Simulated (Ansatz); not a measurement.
NiMoIrPdW:

```
Ni Mo Pd Ir W
1.0
    -1.37004    1.37004    9.71647
     1.37004   -1.37004    9.71647
     1.37004    1.37004   -9.71647
Ni Mo Pd Ir W
1 1 1 1 1
Direct
  0.19862 0.19862 0.00000
  0.60922 0.60922 0.00000
  0.79310 0.79310 0.00000
  0.39944 0.39944 0.00000
  0.99565 0.99565 0.00000
```

The cell was built by a generator and needn't be a form met in nature.

```yaml
Program: Ansatz 0.2.0
Task: relaxation of cell and atoms
Functional: r2SCAN
Dispersion: D4
Potentials_or_basis: Ansatz PAW
Cutoff: "500 eV (not typed: the program's choice for these potentials)"
k_mesh: 10 × 10 × 10
Occupations: fermi-dirac, width 0.05 eV
Spin: collinear spin, ferromagnetic start
Starting_moments: "[1.0, 1.0, 0.0, 0.6, 0.0] μB"
```

At the start: volume 14.59 Å³/atom.

Task: Where does the relaxation end?

Result: It ends after 6 steps and the volume is 14.17 Å³/atom (-2.9 %); space group I4mm (No. 107, to 0.05 Å); moment 0.00 μB per cell.

Step by step:
```
step  energy change (eV)  largest force (eV/Å)  volume (Å³)
   1              0.0000                0.2527        72.95
   2             -0.0523                0.0580        71.09
   3             -0.0536                0.0280        70.85
   4             -0.0536                0.0176        70.85
   5             -0.0536                0.0040        70.85
   6             -0.0518                0.0041        70.85
```

Final structure:
```xyz
5
Lattice="-1.3543 1.3543 9.6571 1.3543 -1.3543 9.6571 1.3543 1.3543 -9.6571" Properties=species:S:1:pos:R:3 pbc="T T T"
Ni    0.0000    0.0000    3.8469
Mo    0.0000    0.0000   11.7813
Pd    0.0000    0.0000   15.3111
Ir    0.0000    0.0000    7.6996
W     0.0000    0.0000   19.2269
```

Caveat: the magnetic or orbital state may not be the lowest; the plane-wave basis is chosen anew once the cell has moved, so the energies of steps on either side of that aren't comparable; pairwise dispersion overbinds metals, which lowers pressure and volume; the PAW data sets come from PBE, with cores solved anew for the run's functional, which leaves a small shift of forces and pressure; the starting moments weren't kept.
